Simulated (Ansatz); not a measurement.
# CoPdO2: the cost of one run

Method: DFT LDA+U (U_eff = 1 eV on Co d, Pd d), plane waves, PAW, in Ansatz 0.2.0.

2 further runs of the same task are left out: 2 that didn't finish.

## 1. The starting structure

Symmetry: R-3m, No. 166, trigonal system. The conventional cell has a = 2.845 Å, b = 2.845 Å, c = 17.880 Å, α = 90.00°, β = 90.00°, γ = 120.00°. Co (site symmetry -3m) has 6 O at 1.91 Å as nearest neighbours. Pd (site symmetry -3m) is surrounded by 2 O at 2.01 Å. O (site symmetry 3m) is surrounded by 3 Co at 1.91 Å and 1 Pd at 2.01 Å.

As a file:

```
Co Pd O
1.0
     1.42250    0.82128    5.96000
    -1.42250    0.82128    5.96000
     0.00000   -1.64256    5.96000
Co Pd O
1 1 2
Direct
  0.50000 0.50000 0.50000
  0.00000 0.00000 0.00000
  0.11215 0.11215 0.11215
  0.88785 0.88785 0.88785
```

An earlier series on this cell reached its lowest free state from «ferromagnetic start, free, symmetry kept, no search», perhaps among other starts (it ended without moments).

## 2. Antiferromagnetic directions held

The input, input.yaml:

```yaml
crystal:
  lattice:
    - [1.42249981, 0.82128065, 5.96000126]
    - [-1.42249981, 0.82128065, 5.96000126]
    - [0.0, -1.6425613, 5.96000126]
  atoms:
    - { symbol: Co, position: [0.5, 0.5, 0.5], spin: 3.0 }
    - { symbol: Pd, position: [0.0, 0.0, 0.0], spin: -2.0 }
    - { symbol: O, position: [0.11215, 0.11215, 0.11215] }
    - { symbol: O, position: [0.88785, 0.88785, 0.88785] }
basis:
  ecutwfc: 420
  ecutrho_ratio: 4
kpoints:
  mp_grid: { grid: [8, 8, 8] }
hamiltonian:
  xc: lda
  hubbard:
    sites:
      - { site: 0, l: d, u_eff: 1.0, starting_ns: [{ spin: up, occupation_matrix: s0up }, { spin: down, occupation_matrix: s0down }] }
      - { site: 1, l: d, u_eff: 1.0, starting_ns: [{ spin: up, occupation_matrix: s1up }, { spin: down, occupation_matrix: s1down }] }
    occupation_matrices:
      s0up:
        matrix:
          - [0.97, 0.0, 0.0, 0.0, 0.0]
          - [0.0, 0.97, 0.0, 0.0, 0.0]
          - [0.0, 0.0, 0.97, 0.0, 0.0]
          - [0.0, 0.0, 0.0, 0.97, 0.0]
          - [0.0, 0.0, 0.0, 0.0, 0.97]
      s0down:
        matrix:
          - [0.97, 0.0, 0.0, 0.0, 0.0]
          - [0.0, 0.34063, 0.0, 0.0, -0.44922]
          - [0.0, 0.0, 0.02, 0.0, 0.0]
          - [0.0, 0.0, 0.0, 0.02, 0.0]
          - [0.0, -0.44922, 0.0, 0.0, 0.64937]
      s1up:
        matrix:
          - [0.02, 0.0, 0.0, 0.0, 0.0]
          - [0.0, 0.97, 0.0, 0.0, 0.0]
          - [0.0, 0.0, 0.71116, 0.42296, 0.0]
          - [0.0, 0.0, 0.42296, 0.27884, 0.0]
          - [0.0, 0.0, 0.0, 0.0, 0.97]
      s1down:
        matrix:
          - [0.97, 0.0, 0.0, 0.0, 0.0]
          - [0.0, 0.97, 0.0, 0.0, 0.0]
          - [0.0, 0.0, 0.97, 0.0, 0.0]
          - [0.0, 0.0, 0.0, 0.97, 0.0]
          - [0.0, 0.0, 0.0, 0.0, 0.97]
    ns_hold: { iters: 8 }
scf:
  occupations: { method: gaussian, width: 0.05 }
  lower_state_search: "off"
  max_iter: 150
output:
  forces: true
  stress: true
  eigenvalues: true
  populations: true
  hubbard: { sites: [{ site: 0, l: d }, { site: 1, l: d }] }
magnetization:
  spin_polarized: true
  spin_locking: { lock_directions: true }
```

The typed matrices put 0.97 on the chosen orbitals and 0.02 on the others, and are held for 8 cycles. The lock stays on to the end, so the result is a constrained state.

The run is started by

```
> ansatz run input.yaml --threads 2 --pin off --max-ram 3072MiB --backend cpu --events-out ev --progress --plain --runs-dir out
```

What time and memory should one allow on 2 threads of Intel Xeon 6975P-C (Granite Rapids), shared host?

About 22 s, with a peak of 0.69 GiB.
